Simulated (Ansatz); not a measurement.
# FH₄InOSSi: small, medium and large basis sets

One table from this session's results is given with a row withheld; the runs are named, their logs left out.

The runs use Ansatz 0.2.0, Gaussian basis; one geometry, several basis sets.

The runs, in order: PBE0-D4/def2-SVP; ωB97M-V/def2-SVP; PBE0-D4/def2-QZVPP; ωB97M-V/def2-QZVPP; the functionals' def2-TZVPP values are taken from earlier runs.

### The relaxed structure

The geometry comes from an earlier relaxation with PBE0-D4 in a triple-zeta def2 set; it is a stationary point, not always the lowest conformer. In takes the def2 core potential; no spin-orbit term is included.

SMILES `[F][In]([SH])[O][SiH3]`, 9 atoms, charge 0, spin multiplicity 1.

Atoms are counted from 1 here; the program's logs count them from 0.

Bond lengths: F1–In2 1.944 Å, In2–S3 2.341 Å, In2–O4 1.954 Å, S3–H6 1.345 Å, O4–Si5 1.637 Å, Si5–H7 1.489 Å, Si5–H8 1.489 Å, Si5–H9 1.486 Å. Angles: F1–In2–S3 120.4°, F1–In2–O4 112.8°, S3–In2–O4 126.7°, In2–S3–H6 91.6°, In2–O4–Si5 136.1°, O4–Si5–H7 111.3°, O4–Si5–H8 111.3°, O4–Si5–H9 108.1°, H7–Si5–H8 108.2°, H7–Si5–H9 108.9°, H8–Si5–H9 108.9°.

Set-up of the first run:

Contents of in.yaml:

```yaml
crystal:
  periodic: [false, false, false]
  atoms:
    - {symbol: F, position_ang: [-1.082399, 2.054087, -0.451238]}
    - {symbol: In, position_ang: [-0.279209, 0.913053, 0.901758]}
    - {symbol: S, position_ang: [-0.201246, 1.600724, 3.137867]}
    - {symbol: O, position_ang: [0.401885, -0.766254, 0.171155]}
    - {symbol: Si, position_ang: [0.473267, -1.466671, -1.306645]}
    - {symbol: H, position_ang: [-0.818794, 2.759059, 2.843215]}
    - {symbol: H, position_ang: [1.280328, -0.648653, -2.253846]}
    - {symbol: H, position_ang: [-0.886274, -1.645615, -1.887397]}
    - {symbol: H, position_ang: [1.112431, -2.799750, -1.154860]}
basis:
  gaussian: {orbitals: def2-SVP}
hamiltonian: {xc: pbe0, dispersion: d4}
output: {orbitals: {seedname: orbitals}}
```

Command:

```console
> ansatz run in.yaml --threads 4 --pin off --events-out ev --progress --plain --max-ram 10444MiB
```

Steps of the session up to this table: PBE0-D4 in def2-SVP; ωB97M-V in def2-SVP; PBE0-D4 in def2-QZVPP; ωB97M-V in def2-QZVPP.

One of the session's tables, all rows but one given; the rest of the session is left out.

It belongs to the step «Density functionals: the series». 

| functional | basis | HOMO (eV) | LUMO (eV) |
| --- | --- | --- | --- |
| PBE0-D4 | def2-SVP | ? | ? |
| PBE0-D4 | def2-TZVPP | -8.34 | -2.39 |
| PBE0-D4 | def2-QZVPP | -8.36 | -2.44 |
| ωB97M-V | def2-SVP | -10.39 | -0.23 |
| ωB97M-V | def2-TZVPP | -10.55 | -0.48 |
| ωB97M-V | def2-QZVPP | -10.58 | -0.65 |

Q: Estimate the row for PBE0-D4, def2-SVP from the others.

**Answer.** HOMO (eV): -8.23; LUMO (eV): -2.23. In the column «HOMO (eV)» it is the highest.
